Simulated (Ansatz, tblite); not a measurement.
# C10H12N2: one state, many levels

One table from this session's results is given with a row withheld; the runs are named, their logs left out.

Program: Ansatz 0.2.0, Gaussian basis. Level of theory: as each input shows. These are calculated values, not measurements.

Levels to be run: GFN1-xTB, GFN2-xTB, PBE-D4/def2-TZVP, r2SCAN-D4/def2-TZVP, B2PLYP/def2-TZVP, B3LYP-D4/def2-TZVP, PBE-D4/def2-SVP, PBE0-D4/def2-SVP, MP2/def2-SVP.

## The geometry

The geometry is that of the singlet, from an earlier relaxation (r2SCAN-D4/def2-SVP).

SMILES `Cn1cccc1-c1cccn1C`, 24 atoms, charge 0, spin multiplicity 1.

Bond lengths: C1–N2 1.447 Å, C1–H13 1.099 Å, C1–H14 1.103 Å, C1–H15 1.098 Å, N2–C3 1.373 Å, N2–C6 1.387 Å, C3–C4 1.384 Å, C3–H16 1.089 Å, C4–C5 1.417 Å, C4–H17 1.089 Å, C5–C6 1.397 Å, C5–H18 1.089 Å, C6–C7 1.453 Å, C7–C8 1.397 Å, C7–N11 1.387 Å, C8–C9 1.417 Å, C8–H19 1.089 Å, C9–C10 1.384 Å and more. Angles: N2–C1–H13 109.1°, N2–C1–H14 111.9°, N2–C1–H15 109.7°, H13–C1–H14 108.6°, H13–C1–H15 109.1°, H14–C1–H15 108.3°, C1–N2–C3 124.2°, C1–N2–C6 126.4°, C3–N2–C6 109.3°, N2–C3–C4 108.6°, N2–C3–H16 120.4°, C4–C3–H16 130.9°, C3–C4–C5 107.0°, C3–C4–H17 125.9°, C5–C4–H17 127.1°, C4–C5–C6 107.9°, C4–C5–H18 126.9°, C6–C5–H18 125.1° and more.

As a file:

```
atom    x (Å)    y (Å)    z (Å)
  C1  -2.0203   0.8729  -1.3833
  N2  -1.7774  -0.1756  -0.4168
  C3  -2.6800  -1.1617  -0.1038
  C4  -2.1100  -2.0004   0.8386
  C5  -0.8136  -1.4975   1.1123
  C6  -0.6203  -0.3588   0.3265
  C7   0.5125   0.5470   0.2409
  C8   0.5584   1.9431   0.2313
  C9   1.9192   2.3335   0.1657
 C10   2.6734   1.1730   0.1380
 N11   1.8229   0.0959   0.1764
 C12   2.2559  -1.2840   0.1438
 H13  -2.6930   0.4933  -2.1654
 H14  -2.4839   1.7602  -0.9201
 H15  -1.0710   1.1802  -1.8426
 H16  -3.6571  -1.1875  -0.5845
 H17  -2.5822  -2.8750   1.2836
 H18  -0.0982  -1.8902   1.8333
 H19  -0.3077   2.5992   0.3041
 H20   2.3103   3.3497   0.1476
 H21   3.7511   1.0230   0.0888
 H22   3.1838  -1.3571  -0.4408
 H23   1.4821  -1.9034  -0.3296
 H24   2.4450  -1.6800   1.1559
```

PBE0-D4/def2-TZVP was run before; its log isn't repeated, and its numbers join the tables.

The first run:

Tight binding, by tblite at 300 K electronic temperature and without a spin-polarisation term:

```python
tblite.interface.Calculator('GFN1-xTB', numbers, positions, charge=0, uhf=0).singlepoint()
```

Tight binding, by tblite at 300 K electronic temperature and without a spin-polarisation term:

```python
tblite.interface.Calculator('GFN2-xTB', numbers, positions, charge=0, uhf=0).singlepoint()
```

start.molden holds the orbitals of an earlier run on this state, given as this run's starting guess.

Contents of in.yaml:

```yaml
crystal:
  periodic: [false, false, false]
  atoms:
    - {symbol: C, position_ang: [-2.020321, 0.872927, -1.383331]}
    - {symbol: N, position_ang: [-1.777361, -0.175626, -0.416799]}
    - {symbol: C, position_ang: [-2.679955, -1.161693, -0.103776]}
    - {symbol: C, position_ang: [-2.110022, -2.000401, 0.838620]}
    - {symbol: C, position_ang: [-0.813627, -1.497461, 1.112344]}
    - {symbol: C, position_ang: [-0.620335, -0.358812, 0.326498]}
    - {symbol: C, position_ang: [0.512482, 0.547003, 0.240928]}
    - {symbol: C, position_ang: [0.558406, 1.943140, 0.231253]}
    - {symbol: C, position_ang: [1.919221, 2.333529, 0.165741]}
    - {symbol: C, position_ang: [2.673355, 1.172987, 0.137957]}
    - {symbol: N, position_ang: [1.822899, 0.095864, 0.176401]}
    - {symbol: C, position_ang: [2.255874, -1.284019, 0.143810]}
    - {symbol: H, position_ang: [-2.692958, 0.493335, -2.165360]}
    - {symbol: H, position_ang: [-2.483905, 1.760221, -0.920132]}
    - {symbol: H, position_ang: [-1.071013, 1.180206, -1.842632]}
    - {symbol: H, position_ang: [-3.657092, -1.187476, -0.584466]}
    - {symbol: H, position_ang: [-2.582191, -2.874969, 1.283607]}
    - {symbol: H, position_ang: [-0.098155, -1.890160, 1.833331]}
    - {symbol: H, position_ang: [-0.307719, 2.599224, 0.304139]}
    - {symbol: H, position_ang: [2.310332, 3.349662, 0.147577]}
    - {symbol: H, position_ang: [3.751130, 1.022959, 0.088772]}
    - {symbol: H, position_ang: [3.183823, -1.357061, -0.440791]}
    - {symbol: H, position_ang: [1.482077, -1.903409, -0.329571]}
    - {symbol: H, position_ang: [2.445046, -1.679970, 1.155879]}
basis:
  gaussian: {orbitals: def2-TZVP, initial_orbitals: start.molden}
hamiltonian: {xc: pbe, dispersion: d4}
scf: {omitted_lower_state_checks: [starts]}
output: {forces: true, orbitals: {seedname: orbitals}}
```

Started as:

```console
$ ansatz run in.yaml --threads 4 --pin off --events-out ev --progress --plain --max-ram 6963MiB
```

Among the steps run: PBE-D4/def2-TZVP; r2SCAN-D4/def2-TZVP; B2PLYP/def2-TZVP; B3LYP-D4/def2-TZVP; PBE-D4/def2-SVP; PBE0-D4/def2-SVP; MP2/def2-SVP.

One table of the session follows, with a row left open; its other results are not shown here.

It belongs to the step «Binding energy». 

```
              level  binding an atom (eV)
        HF/def2-SVP                 3.460
    PBE-D4/def2-SVP                 4.977
   PBE-D4/def2-TZVP                 4.904
r2SCAN-D4/def2-TZVP                 4.740
 B3LYP-D4/def2-TZVP                 4.727
   PBE0-D4/def2-SVP                 4.871
  PBE0-D4/def2-TZVP                     ?
       MP2/def2-SVP                 4.633
```

Estimate the missing values for PBE0-D4/def2-TZVP.

The run gave: binding an atom (eV): 4.796. In the column «binding an atom (eV)» it lies between r2SCAN-D4/def2-TZVP (4.740) and PBE0-D4/def2-SVP (4.871).

To keep in mind: Free atoms were run apart at each level; binding is atoms less cluster, divided by the number of atoms, without zero-point or spin-orbit terms.
